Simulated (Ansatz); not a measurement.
**C₂H₇NOSi: basis-set convergence**

Aim: see how fast density functionals converge with the basis set for C₂H₇NOSi.

Computed with Ansatz 0.2.0, Gaussian basis. Level: one geometry, several basis sets.

Plan: PBE0-D4/def2-SVP; ωB97M-V/def2-SVP; PBE0-D4/def2-QZVPP; ωB97M-V/def2-QZVPP; the functionals' def2-TZVPP values are taken from earlier runs.

### Step 1. The relaxed structure

An earlier PBE0-D4 in a triple-zeta def2 set relaxation fixed the geometry.

12 atoms, charge 0, spin multiplicity 1.

Atoms are counted from 1 here; the program's logs count them from 0.

Bond lengths: N1–C2 1.452 Å, N1–H6 1.014 Å, N1–H7 1.013 Å, C2–C3 1.505 Å, C2–H8 1.095 Å, C2–H9 1.095 Å, C3–O4 1.481 Å, C3–Si5 1.811 Å, C3–H10 1.092 Å, O4–Si5 1.663 Å, Si5–H11 1.480 Å, Si5–H12 1.480 Å. Angles: C2–N1–H6 109.1°, C2–N1–H7 110.4°, H6–N1–H7 106.6°, N1–C2–C3 114.6°, N1–C2–H8 108.0°, N1–C2–H9 109.0°, C3–C2–H8 109.6°, C3–C2–H9 108.7°, H8–C2–H9 106.6°, C2–C3–O4 113.0°, C2–C3–Si5 125.1°, C2–C3–H10 114.0°, O4–C3–Si5 59.7°, O4–C3–H10 110.7°, Si5–C3–H10 119.1°, C3–O4–Si5 70.1°, C3–Si5–O4 50.2°, C3–Si5–H11 121.6° and more.

As a file:

```xyz
12
charge 0, multiplicity 1
N    -1.3625   -0.7458    1.3801
C    -0.0893   -0.8247    0.6855
C     0.3791    0.4741    0.0864
O    -0.5092    0.9680   -0.9909
Si    1.0104    0.6748   -1.5996
H    -2.0600   -0.3625    0.7520
H    -1.2971   -0.1074    2.1646
H    -0.1796   -1.5808   -0.1009
H     0.6748   -1.1866    1.3809
H     0.5669    1.2599    0.8217
H     1.1487   -0.4779   -2.5169
H     1.7947    1.8537   -2.0290
```

### Step 2. PBE0-D4 in def2-SVP

File in.yaml:

```yaml
crystal:
  periodic: [false, false, false]
  atoms:
    - {symbol: N, position_ang: [-1.362491, -0.745771, 1.380079]}
    - {symbol: C, position_ang: [-0.089339, -0.824654, 0.685455]}
    - {symbol: C, position_ang: [0.379118, 0.474069, 0.086390]}
    - {symbol: O, position_ang: [-0.509164, 0.967991, -0.990926]}
    - {symbol: Si, position_ang: [1.010434, 0.674788, -1.599584]}
    - {symbol: H, position_ang: [-2.059959, -0.362517, 0.751951]}
    - {symbol: H, position_ang: [-1.297147, -0.107436, 2.164578]}
    - {symbol: H, position_ang: [-0.179628, -1.580838, -0.100877]}
    - {symbol: H, position_ang: [0.674837, -1.186578, 1.380926]}
    - {symbol: H, position_ang: [0.566887, 1.259865, 0.821732]}
    - {symbol: H, position_ang: [1.148724, -0.477901, -2.516861]}
    - {symbol: H, position_ang: [1.794724, 1.853680, -2.028960]}
basis:
  gaussian: {orbitals: def2-SVP}
hamiltonian: {xc: pbe0, dispersion: d4}
output: {orbitals: {seedname: orbitals}}
```

On the command line:

```
$ ansatz run in.yaml --threads 4 --pin off --events-out ev --progress --plain --max-ram 10444MiB
```

The runs that follow: ωB97M-V in def2-SVP; PBE0-D4 in def2-QZVPP; ωB97M-V in def2-QZVPP.

Before running them: what should the planned runs give, taken together? Wanted: PBE0-D4: double and triple zeta above quadruple; ωB97M-V: double and triple zeta above quadruple.

**Answer**, as computed:

| quantity | value |
| --- | --- |
| PBE0-D4: double and triple zeta above quadruple | 10.20, 0.61 eV |
| ωB97M-V: double and triple zeta above quadruple | 10.43, 0.58 eV |

**Reading.** PBE0-D4 gains 9.59 eV from double to triple zeta, then 0.61 eV more. Total energies overstate the basis error of differences, where much of it tends to cancel. The LUMO of ωB97M-V is positive and keeps falling with the basis (1.78 to 0.87 eV): an unbound level that the basis holds in place.
